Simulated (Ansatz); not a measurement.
**C₆H₁₄FGa: one species, many methods**

The task here is to estimate one member of a computed series from the others.

Program: Ansatz 0.2.0, Gaussian basis. Level of theory: functionals in def2-TZVPP, the program's frozen cores in correlated methods. These are calculated values, not measurements.

Plan: LDA (SPW92), PBE-D4, revPBE-D4, BLYP-D4, r2SCAN-D4, B97M-V, PBE0-D4, B3LYP-D4, r2SCANh-D4, r2SCAN0-D4, HSE06-D4, BHLYP-D4, CAM-B3LYP-D4, LC-ωPBE, ωB97X-V, ωB97M-V, B2PLYP, PBE-QIDH; CCSD(T)/def2-SVP; CCSD(T)/def2-TZVPP; MP2/def2-QZVPP; extrapolation to the limit; RPA on PBE.

## Structure used throughout

An earlier PBE0-D4 in a triple-zeta def2 set relaxation fixed the geometry.

SMILES `C[CH](C)[Ga]([F])[CH](C)C`, 22 atoms, charge 0, spin multiplicity 1.

Atoms are counted from 1 here; the program's logs count them from 0.

Bond lengths: C1–C2 1.525 Å, C1–H9 1.094 Å, C1–H10 1.092 Å, C1–H11 1.096 Å, C2–C3 1.525 Å, C2–Ga4 1.980 Å, C2–H12 1.099 Å, C3–H13 1.093 Å, C3–H14 1.096 Å, C3–H15 1.095 Å, Ga4–F5 1.782 Å, Ga4–C6 1.979 Å, C6–C7 1.527 Å, C6–C8 1.523 Å, C6–H16 1.098 Å, C7–H17 1.096 Å, C7–H18 1.095 Å, C7–H19 1.092 Å and more. Angles: C2–C1–H9 111.5°, C2–C1–H10 112.0°, C2–C1–H11 110.7°, H9–C1–H10 107.3°, H9–C1–H11 106.9°, H10–C1–H11 108.1°, C1–C2–C3 112.0°, C1–C2–Ga4 111.0°, C1–C2–H12 108.0°, C3–C2–Ga4 113.2°, C3–C2–H12 108.2°, Ga4–C2–H12 103.9°, C2–C3–H13 112.5°, C2–C3–H14 110.8°, C2–C3–H15 111.6°, H13–C3–H14 107.4°, H13–C3–H15 107.3°, H14–C3–H15 106.8° and more.

As a file:

```xyz
22
charge 0, multiplicity 1
C     0.07809   -1.37790   -2.63744
C     0.86224   -0.78596   -1.47062
C     1.28674   -1.85263   -0.46710
Ga   -0.12625    0.71630   -0.64297
F    -1.06811    1.62567   -1.85155
C    -0.36200    1.49714    1.16006
C    -1.84859    1.60044    1.49378
C     0.41753    0.77794    2.25354
H    -0.83113   -1.88137   -2.29438
H    -0.22445   -0.61448   -3.35655
H     0.67752   -2.12722   -3.16755
H     1.76860   -0.31422   -1.87534
H     1.89563   -1.44565    0.34413
H     1.87472   -2.63704   -0.95778
H     0.42181   -2.34427   -0.01082
H     0.03130    2.51726    1.05986
H    -1.99696    2.13038    2.44200
H    -2.30596    0.61233    1.60913
H    -2.40500    2.13520    0.72099
H     0.08082   -0.25590    2.37709
H     0.28203    1.27546    3.22115
H     1.49142    0.74852    2.05037
```

The first run:

The input, in.yaml:

```yaml
crystal:
  periodic: [false, false, false]
  atoms:
    - {symbol: C, position_ang: [0.078092, -1.377895, -2.637438]}
    - {symbol: C, position_ang: [0.862240, -0.785960, -1.470616]}
    - {symbol: C, position_ang: [1.286738, -1.852633, -0.467105]}
    - {symbol: Ga, position_ang: [-0.126251, 0.716299, -0.642967]}
    - {symbol: F, position_ang: [-1.068114, 1.625675, -1.851547]}
    - {symbol: C, position_ang: [-0.361999, 1.497139, 1.160061]}
    - {symbol: C, position_ang: [-1.848590, 1.600441, 1.493782]}
    - {symbol: C, position_ang: [0.417528, 0.777935, 2.253537]}
    - {symbol: H, position_ang: [-0.831129, -1.881367, -2.294376]}
    - {symbol: H, position_ang: [-0.224455, -0.614479, -3.356548]}
    - {symbol: H, position_ang: [0.677523, -2.127219, -3.167551]}
    - {symbol: H, position_ang: [1.768598, -0.314223, -1.875338]}
    - {symbol: H, position_ang: [1.895635, -1.445648, 0.344134]}
    - {symbol: H, position_ang: [1.874725, -2.637040, -0.957780]}
    - {symbol: H, position_ang: [0.421806, -2.344274, -0.010816]}
    - {symbol: H, position_ang: [0.031304, 2.517263, 1.059862]}
    - {symbol: H, position_ang: [-1.996956, 2.130380, 2.442004]}
    - {symbol: H, position_ang: [-2.305958, 0.612325, 1.609126]}
    - {symbol: H, position_ang: [-2.404996, 2.135202, 0.720986]}
    - {symbol: H, position_ang: [0.080819, -0.255899, 2.377086]}
    - {symbol: H, position_ang: [0.282028, 1.275456, 3.221147]}
    - {symbol: H, position_ang: [1.491421, 0.748522, 2.050371]}
basis:
  gaussian: {orbitals: def2-TZVPP}
hamiltonian: {xc: lda}
output: {orbitals: {seedname: orbitals}}
```

Command:

```bash
> ansatz run in.yaml --threads 4 --pin off --events-out ev --progress --plain --max-ram 46080MiB --backend cuda --devices 0, --max-vram 37GiB
```

Steps of the session up to this table: LDA; PBE-D4 (GGA); revPBE-D4 (GGA); BLYP-D4 (GGA); r2SCAN-D4 (meta-GGA); B97M-V (meta-GGA); B3LYP-D4 (hybrid); r2SCANh-D4 (hybrid); r2SCAN0-D4 (hybrid); HSE06-D4 (hybrid); BHLYP-D4 (hybrid); CAM-B3LYP-D4 (range-separated); LC-ωPBE (range-separated); ωB97X-V (range-separated); ωB97M-V (range-separated); B2PLYP (double hybrid); PBE-QIDH (double hybrid).

One table of the session follows, with a row left open; its other results are not shown here.

It belongs to the step «Frontier levels by functional». 

| functional | HOMO (eV) | gap (eV) |
| --- | --- | --- |
| LDA (SPW92) | -5.90 | 4.00 |
| PBE-D4 | ? | ? |
| revPBE-D4 | -5.71 | 4.29 |
| BLYP-D4 | -5.66 | 4.12 |
| r2SCAN-D4 | -5.97 | 4.64 |
| B97M-V | -6.07 | 4.51 |
| PBE0-D4 | -6.93 | 6.15 |
| B3LYP-D4 | -6.75 | 5.67 |
| r2SCANh-D4 | -6.41 | 5.36 |
| r2SCAN0-D4 | -7.07 | 6.42 |
| HSE06-D4 | -6.54 | 5.39 |
| BHLYP-D4 | -8.02 | 7.95 |
| CAM-B3LYP-D4 | -8.24 | 8.31 |
| LC-ωPBE | -9.52 | 10.86 |
| ωB97X-V | -9.18 | 10.29 |
| ωB97M-V | -9.06 | 9.88 |

Q: Estimate the row for PBE-D4 from the others.

**Answer.** HOMO (eV): -5.76; gap (eV): 4.18. In the column «HOMO (eV)» it lies between LDA (SPW92) (-5.90) and revPBE-D4 (-5.71).
